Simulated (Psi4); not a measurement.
# One shape, several levels: triplet B2O2

Wanted: a comparison of 3 runs (UBHLYP/aug-cc-pVDZ, UPBE/aug-cc-pVDZ, USVWN5/aug-cc-pVDZ) of triplet B2O2. 

The calculation is run with Psi4 1.11.

6 further runs of the same task are left out: 6 that didn't finish.

## 1. The molecule

B2O2 has 4 atoms, charge 0, and is taken as a triplet. As SMILES of the parent species, `O=BB=O`. The coordinates come from a PBE0-D4/def2-TZVP relaxation. That shape belongs to the parent species and isn't relaxed for this state.

Bond lengths: O1–B2 1.197 Å, B2–B3 1.640 Å, B3–O4 1.197 Å. Angles: O1–B2–B3 180.0°, B2–B3–O4 180.0°.

## 2. Energy and gradient at UBHLYP/aug-cc-pVDZ (run 1)

input.inp reads:

```
memory 2200 mb

molecule m {
  0 3
  O     -0.743090     0.459760     1.817650
  B     -0.302300     0.187070     0.739120
  B      0.302150    -0.186920    -0.739220
  O      0.743230    -0.459920    -1.817550
  units angstrom
  symmetry c1
}

set basis aug-cc-pVDZ
set reference uks
set puream true
set e_convergence 1e-09
set d_convergence 1e-08
set scf_type pk
set dft_radial_points 99
set dft_spherical_points 590
set maxiter 100

E, wfn = gradient('bhhlyp', return_wfn=True)
oeprop(wfn, 'MULLIKEN_CHARGES', 'QUADRUPOLE', 'DIPOLE')
```

On the command line:

```
$ psi4 -n 1 input.inp input.out
```

input.out:

```text
[...]
  Running in c1 symmetry.
[...]
  Nuclear repulsion =   66.762222931000380
[...]
  Multiplicity = 3
[...]
  Nalpha       = 14
  Nbeta        = 12
[...]
    Number of basis functions: 92
[...]
   @UKS iter   1:  -199.79174460779342   -9.36269e-01   6.10753e-03 DIIS/ADIIS
[...]
   @UKS iter  22:  -199.92629622818896    1.23435e-10   9.81927e-09 DIIS
[...]
   @S^2 Observed:                2.094221209E+00
[...]
    Orbital Energies [Eh]
    ---------------------
    Alpha Occupied:
       1A    -19.788864     2A    -19.788852     3A     -7.164050
       4A     -7.163457     5A     -1.240326     6A     -1.239683
       7A     -0.621443     8A     -0.596334     9A     -0.559647
      10A     -0.553581    11A     -0.550518    12A     -0.538012
      13A     -0.522986    14A     -0.205616
    Alpha Virtual:
      15A     -0.057973    16A      0.010992    17A      0.019859
      18A      0.039275    19A      0.042052    20A      0.057601
      21A      0.059370    22A      0.059854    23A      0.072832
      24A      0.148000    25A      0.165248    26A      0.167609
[...]
  @UKS Final Energy:  -199.92629622818896
   => Energetics <=
    Nuclear Repulsion Energy =             66.7622229310003803
    One-Electron Energy =                -404.1825597288755034
    Two-Electron Energy =                 150.5631827144525801
    DFT Exchange-Correlation Energy =     -13.0691421447664347
    Empirical Dispersion Energy =           0.0000000000000000
    VV10 Nonlocal Energy =                  0.0000000000000000
    Total Energy =                       -199.9262962281889600
[...]
  -Total Gradient:
     Atom            X                  Y                   Z
    ------   -----------------  -----------------  -----------------
       1        0.049237211327    -0.030460995419    -0.120465372290
       2       -0.068942806723     0.042653746704     0.168662430254
       3        0.068974988324    -0.042686959061    -0.168659489739
       4       -0.049269396509     0.030494211790     0.120462429267
[...]
 Multipole Moments:
 ------------------------------------------------------------------------------------
     Multipole            Electronic (a.u.)      Nuclear  (a.u.)        Total (a.u.)
 ------------------------------------------------------------------------------------
 L = 1.  Multiply by 2.5417464519 to convert [e a0] to [Debye]
 Dipole X            :         -0.0002769            0.0001644           -0.0001125
 Dipole Y            :          0.0003528           -0.0001757            0.0001770
 Dipole Z            :         -0.0003054            0.0001134           -0.0001920
 Magnitude           :                                                    0.0002844
 L = 2.  Multiply by 1.3450342976 to convert [e a0^2] to [Debye ang]
 Quadrupole XX       :        -51.9172404           34.8178400          -17.0994004
 Quadrupole XY       :         20.7215363          -21.5438802           -0.8223439
[...]
  Mulliken Charges: (a.u.)
   Center  Symbol    Alpha    Beta     Spin     Total
       1     O     4.43906  3.74314  0.69592 -0.18220
       2     B     2.56092  2.25688  0.30404  0.18219
       3     B     2.56095  2.25687  0.30409  0.18218
       4     O     4.43907  3.74311  0.69596 -0.18218
   Total alpha = 14.00000, Total beta = 12.00000, Total charge = -0.00000
    Psi4 run time: 0:01:01.90
```

Wall time 64 s (1 thread of Intel Xeon at 2.50GHz (Skylake/Cascade Lake), shared host); peak memory 0.91 GiB.

## 3. A single-point energy at UPBE/aug-cc-pVDZ (run 2)

b2o2.xyz reads:

```xyz
4
B2O2
O     -0.743090     0.459760     1.817650
B     -0.302300     0.187070     0.739120
B      0.302150    -0.186920    -0.739220
O      0.743230    -0.459920    -1.817550
```

calc.py reads:

```python
import psi4

psi4.set_memory('2200 MB')
psi4.set_num_threads(1)
psi4.core.set_output_file('psi4.out', False)

with open('b2o2.xyz') as f:
    atoms = ''.join(f.readlines()[2:])
m = psi4.geometry('0 3\n' + atoms + 'symmetry c1\nno_reorient\nno_com')

psi4.set_options({
    'reference': 'uks',
    'puream': True,
    'e_convergence': 1e-09,
    'd_convergence': 1e-08,
    'scf_type': 'pk',
    'dft_radial_points': 99,
    'dft_spherical_points': 590,
    'maxiter': 100,
})

E, wfn = psi4.energy("pbe/aug-cc-pVDZ", return_wfn=True)
psi4.oeprop(wfn, "WIBERG_LOWDIN_INDICES", "QUADRUPOLE", "LOWDIN_CHARGES", title="PBE")
print('E =', round(E, 9))
```

On the command line:

```
$ python calc.py
```

psi4.out:

```text
[...]
  Running in c1 symmetry.
[...]
  Nuclear repulsion =   66.762222931000380
[...]
  Multiplicity = 3
[...]
  Nalpha       = 14
  Nbeta        = 12
[...]
    Number of basis functions: 92
[...]
   @UKS iter   1:  -199.58164731842018   -4.50808e-01   7.80130e-03 DIIS/ADIIS
[...]
   @UKS iter  17:  -199.81917608411717   -2.55795e-13   2.81223e-09 DIIS
[...]
   @S^2 Observed:                2.002942420E+00
[...]
    Orbital Energies [Eh]
    ---------------------
    Alpha Occupied:
       1A    -18.849657     2A    -18.849641     3A     -6.579495
       4A     -6.579299     5A     -0.992770     6A     -0.992184
       7A     -0.475857     8A     -0.435951     9A     -0.420557
      10A     -0.413854    11A     -0.407874    12A     -0.392140
      13A     -0.377848    14A     -0.145034
    Alpha Virtual:
      15A     -0.122973    16A     -0.018480    17A     -0.015543
      18A      0.014634    19A      0.020859    20A      0.038087
      21A      0.038767    22A      0.043578    23A      0.044886
      24A      0.059007    25A      0.075700    26A      0.123062
[...]
  @UKS Final Energy:  -199.81917608411717
   => Energetics <=
    Nuclear Repulsion Energy =             66.7622229310003803
    One-Electron Energy =                -404.2271252078251109
    Two-Electron Energy =                 162.6635029277235560
    DFT Exchange-Correlation Energy =     -25.0177767350160138
    Empirical Dispersion Energy =           0.0000000000000000
    VV10 Nonlocal Energy =                  0.0000000000000000
    Total Energy =                       -199.8191760841171742
[...]
 Multipole Moments:
 ------------------------------------------------------------------------------------
     Multipole            Electronic (a.u.)      Nuclear  (a.u.)        Total (a.u.)
 ------------------------------------------------------------------------------------
 L = 1.  Multiply by 2.5417464519 to convert [e a0] to [Debye]
 Dipole X            :         -0.0008478            0.0006992           -0.0001486
 Dipole Y            :          0.0011166           -0.0010016            0.0001151
 Dipole Z            :         -0.0006463            0.0005669           -0.0000793
 Magnitude           :                                                    0.0002040
 L = 2.  Multiply by 1.3450342976 to convert [e a0^2] to [Debye ang]
 Quadrupole XX       :        -51.0157046           34.8178400          -16.1978646
 Quadrupole XY       :         21.4759956          -21.5438802           -0.0678846
[...]
```

On the terminal:

```text
E = -199.819176084
```

Wall time 44 s (1 thread of Intel Xeon at 2.50GHz (Skylake/Cascade Lake), shared host); peak memory 0.91 GiB.

## 4. The energy at USVWN5/aug-cc-pVDZ (run 3)

job.py reads:

```python
import psi4

psi4.set_memory('2200 MB')
psi4.set_num_threads(1)
psi4.set_output_file('output.dat', False)

molecule = psi4.geometry("""
0 3
O     -0.743090     0.459760     1.817650
B     -0.302300     0.187070     0.739120
B      0.302150    -0.186920    -0.739220
O      0.743230    -0.459920    -1.817550
symmetry c1
""")

psi4.set_options({
    'basis': 'aug-cc-pVDZ',
    'reference': 'uks',
    'puream': True,
    'e_convergence': 1e-09,
    'd_convergence': 1e-08,
    'scf_type': 'pk',
    'dft_radial_points': 99,
    'dft_spherical_points': 590,
    'maxiter': 100,
})

result, w = psi4.energy("scf", dft_functional={"name": "SVWN5", "x_functionals": {"LDA_X": {}}, "c_functionals": {"LDA_C_VWN": {}}}, molecule=molecule, return_wfn=True)
psi4.oeprop(w, "MULLIKEN_CHARGES", "DIPOLE", "WIBERG_LOWDIN_INDICES", title="SCF")
print('E =', round(result, 9))
```

On the command line:

```
$ python job.py
```

output.dat:

```text
[...]
  Running in c1 symmetry.
[...]
  Nuclear repulsion =   66.762222931000380
[...]
  Multiplicity = 3
[...]
  Nalpha       = 14
  Nbeta        = 12
[...]
    Number of basis functions: 92
[...]
   @UKS iter   1:  -198.18721839969237   -4.26875e-01   7.75020e-03 DIIS/ADIIS
[...]
   @UKS iter  19:  -198.42265370783940   -5.00222e-12   4.49778e-09 DIIS
[...]
   @S^2 Observed:                2.001795950E+00
[...]
    Orbital Energies [Eh]
    ---------------------
    Alpha Occupied:
       1A    -18.700073     2A    -18.700051     3A     -6.494935
       4A     -6.494838     5A     -0.989069     6A     -0.988473
       7A     -0.476910     8A     -0.442111     9A     -0.424796
      10A     -0.421923    11A     -0.412297    12A     -0.402617
      13A     -0.388244    14A     -0.146286
    Alpha Virtual:
      15A     -0.133172    16A     -0.016749    17A     -0.016646
      18A      0.020014    19A      0.024426    20A      0.038170
      21A      0.038785    22A      0.045634    23A      0.046879
      24A      0.057577    25A      0.064844    26A      0.119464
[...]
  @UKS Final Energy:  -198.42265370783940
   => Energetics <=
    Nuclear Repulsion Energy =             66.7622229310003803
    One-Electron Energy =                -404.1045069907694369
    Two-Electron Energy =                 162.5073447216918225
    DFT Exchange-Correlation Energy =     -23.5877143697621676
    Empirical Dispersion Energy =           0.0000000000000000
    VV10 Nonlocal Energy =                  0.0000000000000000
    Total Energy =                       -198.4226537078394017
[...]
 Multipole Moments:
 ------------------------------------------------------------------------------------
     Multipole            Electronic (a.u.)      Nuclear  (a.u.)        Total (a.u.)
 ------------------------------------------------------------------------------------
 L = 1.  Multiply by 2.5417464519 to convert [e a0] to [Debye]
 Dipole X            :         -0.0002832            0.0001644           -0.0001188
 Dipole Y            :          0.0002304           -0.0001757            0.0000547
 Dipole Z            :         -0.0001707            0.0001134           -0.0000573
 Magnitude           :                                                    0.0001428
[...]
  Mulliken Charges: (a.u.)
   Center  Symbol    Alpha    Beta     Spin     Total
       1     O     4.29158  3.76660  0.52499 -0.05818
       2     B     2.70842  2.23340  0.47502  0.05818
       3     B     2.70842  2.23340  0.47501  0.05818
       4     O     4.29158  3.76660  0.52498 -0.05818
   Total alpha = 14.00000, Total beta = 12.00000, Total charge = -0.00000
  Wiberg Bond Indices using Orthogonal Lowdin Orbitals:
  Total Bond Index:
  Irrep: 1 Size: 4 x 4
[...]
```

The script printed:

```text
E = -198.422653708
```

It took 30 s on 1 thread of Intel Xeon at 2.50GHz (Skylake/Cascade Lake), shared host; peak memory 0.5 GiB.

## 5. The series

```tsv
run	level	task	energy (Eh)	dipole moment (D)	HOMO energy (eV)	⟨S²⟩	wall time
1	UBHLYP/aug-cc-pVDZ	gradient	-199.926296	0.00	-5.60	2.094	64 s
2	UPBE/aug-cc-pVDZ	energy	-199.819176	0.00	-3.95	2.003	44 s
3	USVWN5/aug-cc-pVDZ	energy	-198.422654	0.00	-3.98	2.002	30 s
```

## 6. Results

| quantity | value |
| --- | --- |
| run 3: total energy | -198.42265 Eh |
| run 3: dipole moment | 0.00 D |
| run 3: HOMO energy (highest over α and β) | -3.98 eV |
| run 3: ⟨S²⟩ | 2.002 |

Totals of different functionals can't be ranked against each other. All runs together took 2.3 min, the longest 64 s.
